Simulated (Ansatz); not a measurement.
Crystal: Ta3AsAu2O13.

```xyz
19
Lattice="6.4303 -1.9433 -0.0048 6.4303 1.9433 -0.0048 -2.5478 0.0000 10.6862" Properties=species:S:1:pos:R:3 pbc="T T T"
Ta    4.5247    0.0000    3.7670
Ta    6.0597    0.0000    7.2197
Ta    1.7990    0.0000   10.5616
As    7.9903    0.0000    0.0311
Au    8.3231    0.0000    3.7097
Au    2.3136    0.0000    6.7574
O     8.6038    0.0000    1.6474
O     6.3527    0.0000    3.6998
O     2.3873    0.0000    4.7518
O     2.1597    0.0000    8.7356
O     4.8024    0.0000    5.8862
O     8.0919    0.0000    6.6978
O     4.1996    0.0000    1.9509
O    10.3810    0.0000    3.9020
O     5.2563    0.0000    8.9247
O    -0.2078    0.0000    7.1659
O     6.2651    0.0000    0.3242
O    -0.3802    0.0000   10.5475
O     7.7751    0.0000   10.4897
```

The cell was built by a generator and needn't be a form met in nature.

Base run:

| Property | Result |
| --- | --- |
| Program | Ansatz 0.2.0 |
| Functional | PBE |
| Potentials or basis | Ansatz PAW |
| Cutoff | 420 eV (not typed: the program's choice for these potentials) |
| k mesh | 7 × 7 × 3 |
| Occupations | fermi-dirac, width 0.05 eV |
| Spin | no spin polarisation |
| Hubbard terms | Au d U = 6 eV, Ta d U = 6 eV |

Its results: band gap on the k mesh 0.20 eV, indirect (least direct gap 0.30 eV); pressure 2.3 GPa; largest force 0.690 eV/Å.

**Question.** The run is repeated on the same cell with these changes: functional from PBE to r2SCAN; cutoff from 420 eV (not typed: the program's choice for these potentials) to 500 eV (not typed: the program's choice for these potentials); hubbard terms from Au d U = 6 eV, Ta d U = 6 eV to none; hubbard projectors from ortho-atomic (the default) to none. What comes out?

**Answer.** Band gap on the k mesh none (metal or under the smearing width); pressure -5.5 GPa; largest force 0.530 eV/Å.

Several settings changed at once, so the effect can't be laid on one alone.

Caveats: spin-orbit coupling is left out, which moves the levels of the heavy elements; odd divisions of the mesh miss points on the zone boundary, where band edges often lie, so the gap on the mesh can be too wide (some runs); the density of states is complete only up to the lowest level of the last band computed (some runs); the PAW data sets come from PBE, with cores solved anew for the run's functional, which leaves a small shift of forces and pressure (some runs).

A k mesh can miss the band edges.
